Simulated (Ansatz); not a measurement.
**H₂OSSn: small, medium and large basis sets**

One table from this session's results is given with a row withheld; the runs are named, their logs left out.

The runs use Ansatz 0.2.0, Gaussian basis; one geometry, several basis sets.

The runs, in order: PBE0-D4/def2-SVP; ωB97M-V/def2-SVP; PBE0-D4/def2-QZVPP; ωB97M-V/def2-QZVPP; the functionals' def2-TZVPP values are taken from earlier runs.

### The relaxed structure

The geometry comes from an earlier relaxation with PBE0-D4 in a triple-zeta def2 set; it is a stationary point. Sn takes the def2 core potential; no spin-orbit term is included.

5 atoms, charge 0, spin multiplicity 1.

Atoms are counted from 1 here; the program's logs count them from 0.

Bond lengths: O1–Sn2 1.976 Å, O1–H4 0.960 Å, Sn2–S3 2.454 Å, S3–H5 1.343 Å. Angles: Sn2–O1–H4 118.2°, O1–Sn2–S3 99.3°, Sn2–S3–H5 95.9°.

Set-up of the first run:

Contents of in.yaml:

```yaml
crystal:
  periodic: [false, false, false]
  atoms:
    - {symbol: O, position_ang: [-1.169246, -1.043056, -0.055282]}
    - {symbol: Sn, position_ang: [-1.099722, 0.819154, -0.712792]}
    - {symbol: S, position_ang: [1.207502, 1.376269, -0.087647]}
    - {symbol: H, position_ang: [-0.383856, -1.406903, 0.360436]}
    - {symbol: H, position_ang: [1.495323, 0.180934, 0.453885]}
basis:
  gaussian: {orbitals: def2-SVP}
hamiltonian: {xc: pbe0, dispersion: d4}
output: {orbitals: {seedname: orbitals}}
```

Run with:

```sh
$ ansatz run in.yaml --threads 4 --pin off --events-out ev --progress --plain --max-ram 10444MiB
```

Among the steps run: PBE0-D4 in def2-SVP; ωB97M-V in def2-SVP; PBE0-D4 in def2-QZVPP; ωB97M-V in def2-QZVPP.

One table of the session follows, with a row left open; its other results are not shown here.

It belongs to the step «Functionals by basis». 

```
functional       basis  HOMO (eV)  LUMO (eV)
   PBE0-D4    def2-SVP          ?          ?
   PBE0-D4  def2-TZVPP      -7.36      -2.26
   PBE0-D4  def2-QZVPP      -7.39      -2.30
   ωB97M-V    def2-SVP      -9.21      -0.29
   ωB97M-V  def2-TZVPP      -9.38      -0.53
   ωB97M-V  def2-QZVPP      -9.41      -0.60
```

Q: Estimate the row for PBE0-D4, def2-SVP from the others.

As computed: HOMO (eV): -7.24; LUMO (eV): -2.11. In the column «HOMO (eV)» it is the highest.
